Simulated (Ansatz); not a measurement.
# Alloy of AlN and SiC (12 of 48 Al sites, 12 of 48 N sites exchanged), 96 atoms

Aim: relax the alloy cell and compare the gap by PBEsol and HSE06.

Method: density functional theory in Ansatz 0.2.0, PAW datasets, plane waves.

## Step 1: The system as built

96 atoms (12 Si, 36 Al, 36 N, 12 C); a = 9.313 Å, b = 10.754 Å, c = 9.999 Å, α = 90.00°, β = 90.00°, γ = 90.00°. All atoms were shaken off their sites by about 0.02 Å along each axis.

The runs, in order: (2) PBEsol cell relaxation at the single k point (¼, ¼, ¼), on 7 threads of Arm Neoverse-V2; (3) HSE06 single point at the Γ point alone, on 7 threads of Arm Neoverse-V2.

## Step 2: PBEsol relaxation of the cell and the positions

in.yaml reads:

```yaml
crystal:
  lattice:
    - [9.313099, 0.000000, 0.000000]
    - [0.000000, 10.753840, 0.000000]
    - [0.000000, 0.000000, 9.999078]
  atoms:
    - { symbol: Si, position: [0.167123, 0.083628, 0.249205] }
    - { symbol: Si, position: [0.170835, 0.083186, 0.752834] }
    - { symbol: Si, position: [0.999401, 0.332212, 0.250054] }
    - { symbol: Si, position: [0.499330, 0.081013, 0.746826] }
    - { symbol: Si, position: [0.330943, 0.333721, 0.247836] }
    - { symbol: Si, position: [0.998334, 0.832643, 0.748697] }
    - { symbol: Si, position: [0.835635, 0.084770, 0.250153] }
    - { symbol: Si, position: [0.666377, 0.331561, 0.748555] }
    - { symbol: Si, position: [0.499711, 0.582891, 0.247790] }
    - { symbol: Si, position: [0.832042, 0.579869, 0.251418] }
    - { symbol: Si, position: [0.002262, 0.167735, 0.996975] }
    - { symbol: Si, position: [0.495584, 0.917179, 0.499077] }
    - { symbol: Al, position: [0.000199, 0.332030, 0.741703] }
    - { symbol: Al, position: [0.500667, 0.082804, 0.249971] }
    - { symbol: Al, position: [0.333547, 0.336164, 0.751653] }
    - { symbol: Al, position: [0.166168, 0.583872, 0.248389] }
    - { symbol: Al, position: [0.164713, 0.583305, 0.752882] }
    - { symbol: Al, position: [0.997843, 0.833473, 0.248185] }
    - { symbol: Al, position: [0.835055, 0.083440, 0.746796] }
    - { symbol: Al, position: [0.666333, 0.332911, 0.250105] }
    - { symbol: Al, position: [0.499207, 0.582046, 0.749368] }
    - { symbol: Al, position: [0.329205, 0.833977, 0.247263] }
    - { symbol: Al, position: [0.333321, 0.834384, 0.746896] }
    - { symbol: Al, position: [0.835653, 0.584855, 0.747606] }
    - { symbol: Al, position: [0.664566, 0.834119, 0.248181] }
    - { symbol: Al, position: [0.667760, 0.834729, 0.747047] }
    - { symbol: Al, position: [0.997230, 0.165416, 0.499961] }
    - { symbol: Al, position: [0.329740, 0.164404, 0.500217] }
    - { symbol: Al, position: [0.334537, 0.167687, 0.000394] }
    - { symbol: Al, position: [0.164866, 0.418275, 0.500143] }
    - { symbol: Al, position: [0.165610, 0.419058, 0.996044] }
    - { symbol: Al, position: [0.001389, 0.663845, 0.499012] }
    - { symbol: Al, position: [0.994461, 0.666216, 0.999117] }
    - { symbol: Al, position: [0.668100, 0.166384, 0.500851] }
    - { symbol: Al, position: [0.664875, 0.165234, 0.996827] }
    - { symbol: Al, position: [0.497897, 0.418304, 0.495252] }
    - { symbol: Al, position: [0.503280, 0.417442, 0.999233] }
    - { symbol: Al, position: [0.335239, 0.664900, 0.499409] }
    - { symbol: Al, position: [0.332235, 0.667414, 0.998961] }
    - { symbol: Al, position: [0.168123, 0.917794, 0.497917] }
    - { symbol: Al, position: [0.164925, 0.917242, 0.000721] }
    - { symbol: Al, position: [0.829457, 0.419583, 0.501337] }
    - { symbol: Al, position: [0.833467, 0.418242, 0.002394] }
    - { symbol: Al, position: [0.669989, 0.665817, 0.496240] }
    - { symbol: Al, position: [0.665493, 0.666589, 0.997850] }
    - { symbol: Al, position: [0.497632, 0.913137, 0.997947] }
    - { symbol: Al, position: [0.833357, 0.920064, 0.496590] }
    - { symbol: Al, position: [0.832972, 0.917443, 0.996981] }
    - { symbol: N, position: [0.999323, 0.165479, 0.187460] }
    - { symbol: N, position: [0.998440, 0.169032, 0.684908] }
    - { symbol: N, position: [0.333002, 0.164285, 0.194426] }
    - { symbol: N, position: [0.167583, 0.413060, 0.187918] }
    - { symbol: N, position: [0.001216, 0.667652, 0.189075] }
    - { symbol: N, position: [0.000608, 0.668080, 0.689035] }
    - { symbol: N, position: [0.666229, 0.164481, 0.190878] }
    - { symbol: N, position: [0.670429, 0.166259, 0.691967] }
    - { symbol: N, position: [0.334696, 0.667855, 0.190497] }
    - { symbol: N, position: [0.332898, 0.670762, 0.693429] }
    - { symbol: N, position: [0.169710, 0.912812, 0.188514] }
    - { symbol: N, position: [0.164018, 0.916485, 0.689842] }
    - { symbol: N, position: [0.831115, 0.415825, 0.187373] }
    - { symbol: N, position: [0.833018, 0.417266, 0.691092] }
    - { symbol: N, position: [0.668039, 0.666137, 0.188814] }
    - { symbol: N, position: [0.668999, 0.666510, 0.689380] }
    - { symbol: N, position: [0.500362, 0.915161, 0.189060] }
    - { symbol: N, position: [0.495955, 0.916492, 0.683397] }
    - { symbol: N, position: [0.834587, 0.917212, 0.189721] }
    - { symbol: N, position: [0.830973, 0.918446, 0.690139] }
    - { symbol: N, position: [0.167825, 0.083534, 0.438317] }
    - { symbol: N, position: [0.163536, 0.084563, 0.940843] }
    - { symbol: N, position: [0.999159, 0.336386, 0.441146] }
    - { symbol: N, position: [0.998300, 0.330289, 0.938726] }
    - { symbol: N, position: [0.498524, 0.084576, 0.437138] }
    - { symbol: N, position: [0.495445, 0.083389, 0.937410] }
    - { symbol: N, position: [0.332622, 0.331242, 0.938044] }
    - { symbol: N, position: [0.162600, 0.584968, 0.436979] }
    - { symbol: N, position: [0.998747, 0.835921, 0.440217] }
    - { symbol: N, position: [0.999862, 0.834253, 0.941583] }
    - { symbol: N, position: [0.666445, 0.330898, 0.440862] }
    - { symbol: N, position: [0.498180, 0.587738, 0.938888] }
    - { symbol: N, position: [0.333083, 0.832718, 0.439071] }
    - { symbol: N, position: [0.834481, 0.581985, 0.439075] }
    - { symbol: N, position: [0.666624, 0.832477, 0.440067] }
    - { symbol: N, position: [0.663406, 0.832919, 0.939112] }
    - { symbol: C, position: [0.331866, 0.167325, 0.690914] }
    - { symbol: C, position: [0.167340, 0.419545, 0.687870] }
    - { symbol: C, position: [0.500716, 0.417620, 0.190045] }
    - { symbol: C, position: [0.494095, 0.415426, 0.686736] }
    - { symbol: C, position: [0.331764, 0.334738, 0.438528] }
    - { symbol: C, position: [0.165286, 0.584427, 0.939524] }
    - { symbol: C, position: [0.834094, 0.084398, 0.435693] }
    - { symbol: C, position: [0.829921, 0.084891, 0.940426] }
    - { symbol: C, position: [0.664632, 0.332474, 0.939897] }
    - { symbol: C, position: [0.500098, 0.581863, 0.438323] }
    - { symbol: C, position: [0.333489, 0.833301, 0.938517] }
    - { symbol: C, position: [0.831953, 0.585319, 0.937067] }
  symmetry: { detect: false }
kpoints:
  mp_grid: { grid: [1, 1, 1], shift: [0.25, 0.25, 0.25] }
hamiltonian:
  xc: pbesol
scf:
  occupations: { method: fermi_dirac, width: 0.01 }
relax:
  f_tol: 0.03
  max_steps: 80
  escape_saddle: false
  adjacent_minimum: "off"
  cell: { fix: [alpha, beta, gamma] }
output:
  forces: true
  eigenvalues: true
  populations: true
```

Launch:

```console
$ ansatz run in.yaml --threads 7 --pin off --max-ram 13300MiB --runs-dir r --events-out ev --progress --plain
```

The runs that follow: HSE06 on the final geometry.

Q: Predict the outcome of this session. Wanted: for each run, top filled to lowest empty.

**Answer**, as computed:

| level | time | k points | top filled to lowest empty (eV) |
| --- | --- | --- | --- |
| PBEsol, relaxation | 83 s (7 CPU threads) | (¼, ¼, ¼) | 2.67 |
| HSE06 | 3.5 min (7 CPU threads) | Γ | 3.26 |

| quantity | value |
| --- | --- |
| relaxation | 7 recorded steps, 9.88 eV gained |
| largest shift | 0.23 Å (C85) |
| relaxed cell | a = 9.353 Å, b = 10.786 Å, c = 10.003 Å, α = 90.00°, β = 90.00°, γ = 90.00° |
| mean bonds | Al–C 1.920, Al–N 1.931, C–Si 1.801, N–Si 1.823 Å |

The relaxation lowers the energy by 9.88 eV; the largest shift is 0.23 Å (C85), while the volume changes by +0.8 %. The mean lengths of the listed bonds run from C–Si 1.80 Å to Al–N 1.93 Å. Rows on different k points differ by sampling as well as by level. With one k point the spacing samples only the states that fold onto it, so it can exceed the gap over the zone.
